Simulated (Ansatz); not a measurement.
**Ge2, 2 atoms: making the run faster**

Aim: measure how long a single point at PBE takes on Ge2, and which launch flags, input keys and shares of the machine shorten it.

Program: Ansatz 0.2.0 (single point, PBE, plane waves PAW). Host: AMD EPYC 7R13 (Zen 3), 96 cores, 96 hardware threads, 1656 GiB, 8 × H100 80GB HBM3, 81559 MiB; it was booked for these runs alone, one at a time. Each run is timed once from launch to exit, start-up included.

### Step 1. What is computed

The cell holds 2 atoms in 46 Å³.

### Step 2. First run

input.yaml

```yaml
crystal:
  lattice:
    - [0.000000, 2.837427, 2.837427]
    - [2.837427, 0.000000, 2.837427]
    - [2.837427, 2.837427, 0.000000]
  atoms:
    - { symbol: Ge, position: [0.500000, 0.500000, 0.500000] }
    - { symbol: Ge, position: [0.750000, 0.750000, 0.750000] }
kpoints:
  mp_grid: { grid: [7, 7, 7] }
hamiltonian:
  xc: pbe
  pseudopotentials: { azcp: { folder: soft_1 } }
scf:
  occupations: { method: fermi_dirac, width: 0.1 }
output: { forces: true, stress: true }
```

Started as:

```sh
$ ansatz run input.yaml --backend cuda --devices 1 --events-out ev --progress --plain --runs-dir out
```

### Step 3. Change: x lda

input.yaml, as its differences from that of step 2:

```diff
@@ -11,3 +11,3 @@
 hamiltonian:
-  xc: pbe
+  xc: lda
   pseudopotentials: { azcp: { folder: soft_1 } }
```

### Step 4. Change: f 4

input.yaml, as its differences from that of step 3:

```diff
@@ -11,3 +11,3 @@
 hamiltonian:
-  xc: lda
+  xc: r2scan
   pseudopotentials: { azcp: { folder: soft_1 } }
```

### Step 5. Change: f 6

input.yaml, as its differences from that of step 4:

```diff
@@ -11,6 +11,7 @@
 hamiltonian:
-  xc: r2scan
-  pseudopotentials: { azcp: { folder: soft_1 } }
+  xc: pbe
+  pseudopotentials: { kind: paw_fr, azcp: { folder: soft_1 } }
+magnetization: { noncollinear: true, spin_orbit: true }
 scf:
   occupations: { method: fermi_dirac, width: 0.1 }
-output: { forces: true, stress: true }
+output: { eigenvalues: true }
```

### Step 6. Change: f 3

input.yaml

```yaml
crystal:
  lattice:
    - [0.000000, 2.837427, 2.837427]
    - [2.837427, 0.000000, 2.837427]
    - [2.837427, 2.837427, 0.000000]
  atoms:
    - { symbol: Ge, position: [0.500000, 0.500000, 0.500000] }
    - { symbol: Ge, position: [0.750000, 0.750000, 0.750000] }
kpoints:
  mp_grid: { grid: [7, 7, 7] }
  band_path: { path: [[0, 0, 0], [0.5, 0, 0], [0.5, 0.5, 0], [0, 0, 0], [0.5, 0.5, 0.5]], npoints: 15 }
hamiltonian:
  xc: pbe
  pseudopotentials: { azcp: { folder: soft_1 } }
scf:
  occupations: { method: fermi_dirac, width: 0.1 }
output: { eigenvalues: true, dos: {} }
```

### Step 7. Change: f 8

input.yaml

```yaml
crystal:
  lattice:
    - [0.000000, 2.837427, 2.837427]
    - [2.837427, 0.000000, 2.837427]
    - [2.837427, 2.837427, 0.000000]
  atoms:
    - { symbol: Ge, position: [0.500000, 0.500000, 0.500000] }
    - { symbol: Ge, position: [0.750000, 0.750000, 0.750000] }
kpoints:
  mp_grid: { grid: [7, 7, 7] }
hamiltonian:
  xc: pbe
  pseudopotentials: { kind: all_electron, lapw: {} }
scf:
  occupations: { method: fermi_dirac, width: 0.1 }
output: { forces: true, stress: true }
```

### Step 8. Change: f 150

input.yaml, as its differences from that of step 7:

```diff
@@ -11,4 +11,4 @@
 hamiltonian:
-  xc: pbe
-  pseudopotentials: { kind: all_electron, lapw: {} }
+  xc: hse06
+  pseudopotentials: { azcp: { folder: soft_1 } }
 scf:
```

### Step 9. Change: f 20

input.yaml, as its differences from that of step 8:

```diff
@@ -11,3 +11,3 @@
 hamiltonian:
-  xc: hse06
+  xc: pbe
   pseudopotentials: { azcp: { folder: soft_1 } }
@@ -15,2 +15,2 @@
   occupations: { method: fermi_dirac, width: 0.1 }
-output: { forces: true, stress: true }
+phonons: { method: dfpt, qpoints: [[0, 0, 0]] }
```

(Steps that only read results are left out.)

Q: Predict the timings and the best choice. Wanted: reference; best change; worst change.

As calculated:

```
    quantity                       value
   reference  1.7 s on 1 GPU, 48 threads
 best change       none beyond the noise
worst change    f 150: 3.6 times as slow
```

In words: Changes under about 18 % are taken as noise (0.3 s of jitter at start-up on so short a run). No change beats the defaults here. f 150 costs most. The figures hold for this build, input and host.
